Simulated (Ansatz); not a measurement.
BiS:

```
Bi S
1.0
     4.00294    0.00000    0.00000
     0.00000    4.00294    0.00000
     0.00000    0.00000    4.00294
Bi S
1 1
Direct
  0.50000 0.50000 0.50000
  0.00000 0.00000 0.00000
```

The cell was built by a generator and needn't be a form met in nature.

```yaml
Program: Ansatz 0.2.0
Task: relaxation of cell and atoms
Functional: PBE0
Potentials_or_basis: Ansatz PAW
Cutoff: "420 eV (not typed: the program's choice for these potentials)"
k_mesh: 4 × 4 × 4
Occupations: fermi-dirac, width 0.05 eV
Spin: no spin polarisation
```

At the start: volume 32.07 Å³/atom.

Problem. Where does the relaxation end?

Solution. It ends after 6 steps and the volume is 22.51 Å³/atom (-29.8 %); space group Pm-3m (No. 221, to 0.05 Å).

The path:
```
step  energy change (eV)  largest force (eV/Å)  volume (Å³)
   1              0.0000                0.0000        64.14
   2             -0.6999                0.0000        55.21
   3             -1.0995                0.0000        47.15
   4             -1.1189                0.0000        44.07
   5             -1.1244                0.0000        45.02
   6             -1.1223                0.0000        45.02
```

Final structure:
```
Bi S
1.0
     3.55730    0.00000    0.00000
     0.00000    3.55730    0.00000
     0.00000    0.00000    3.55730
Bi S
1 1
Direct
  0.50000 0.50000 0.50000
  0.00000 0.00000 0.00000
```

Caveat: the k mesh is coarse (spacing up to 0.39 Å⁻¹), so the values aren't converged, least of all with exact exchange; the volume moved by over 15 % at a fixed basis, so the end points are rough; the plane-wave basis is chosen anew once the cell has moved, so the energies of steps on either side of that aren't comparable; the PAW data sets come from PBE, with cores solved anew for the run's functional, which leaves a small shift of forces and pressure.
